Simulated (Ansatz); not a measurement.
# CH6SeSn: how energies converge with the basis set

One table from this session's results is given with a row withheld; the runs are named, their logs left out.

The runs use Ansatz 0.2.0, Gaussian basis; one geometry, several basis sets.

Plan: PBE0-D4/def2-SVP; ωB97M-V/def2-SVP; PBE0-D4/def2-QZVPP; ωB97M-V/def2-QZVPP; the functionals' def2-TZVPP values are taken from earlier runs.

### The relaxed structure

The geometry comes from an earlier relaxation with PBE0-D4 in a triple-zeta def2 set; it is a stationary point, not always the lowest conformer. Sn takes the def2 core potential; no spin-orbit term is included.

SMILES `C[Se][SnH3]`, 9 atoms, charge 0, spin multiplicity 1.

Atoms are counted from 1 here; the program's logs count them from 0.

Bond lengths: C1–Se2 1.960 Å, C1–H4 1.088 Å, C1–H5 1.088 Å, C1–H6 1.089 Å, Se2–Sn3 2.522 Å, Sn3–H7 1.709 Å, Sn3–H8 1.702 Å, Sn3–H9 1.709 Å. Angles: Se2–C1–H4 110.7°, Se2–C1–H5 110.7°, Se2–C1–H6 106.1°, H4–C1–H5 110.6°, H4–C1–H6 109.3°, H5–C1–H6 109.3°, C1–Se2–Sn3 96.9°, Se2–Sn3–H7 109.1°, Se2–Sn3–H8 107.0°, Se2–Sn3–H9 109.4°, H7–Sn3–H8 111.1°, H7–Sn3–H9 109.0°, H8–Sn3–H9 111.0°.

Set-up of the first run:

Contents of in.yaml:

```yaml
crystal:
  periodic: [false, false, false]
  atoms:
    - {symbol: C, position_ang: [-0.722173, 1.123474, -1.054075]}
    - {symbol: Se, position_ang: [-0.510367, -0.820040, -1.188622]}
    - {symbol: Sn, position_ang: [0.711658, -1.144472, 0.993272]}
    - {symbol: H, position_ang: [-1.320625, 1.385733, -0.183790]}
    - {symbol: H, position_ang: [0.248718, 1.613479, -1.013672]}
    - {symbol: H, position_ang: [-1.244924, 1.433360, -1.957628]}
    - {symbol: H, position_ang: [2.138032, -0.203281, 0.981612]}
    - {symbol: H, position_ang: [1.071560, -2.803478, 1.121264]}
    - {symbol: H, position_ang: [-0.283379, -0.630974, 2.284340]}
basis:
  gaussian: {orbitals: def2-SVP}
hamiltonian: {xc: pbe0, dispersion: d4}
output: {orbitals: {seedname: orbitals}}
```

Command:

```
> ansatz run in.yaml --threads 4 --pin off --events-out ev --progress --plain --max-ram 10444MiB
```

Among the steps run: PBE0-D4 in def2-SVP; ωB97M-V in def2-SVP; PBE0-D4 in def2-QZVPP; ωB97M-V in def2-QZVPP.

One of the session's tables, all rows but one given; the rest of the session is left out.

```
functional       basis  HOMO (eV)
   PBE0-D4    def2-SVP          ?
   PBE0-D4  def2-TZVPP      -6.46
   PBE0-D4  def2-QZVPP      -6.48
   ωB97M-V    def2-SVP      -8.47
   ωB97M-V  def2-TZVPP      -8.61
   ωB97M-V  def2-QZVPP      -8.63
```

Q: Estimate the row for PBE0-D4, def2-SVP from the others.

As computed: HOMO (eV): -6.34. In the column «HOMO (eV)» it is the highest.
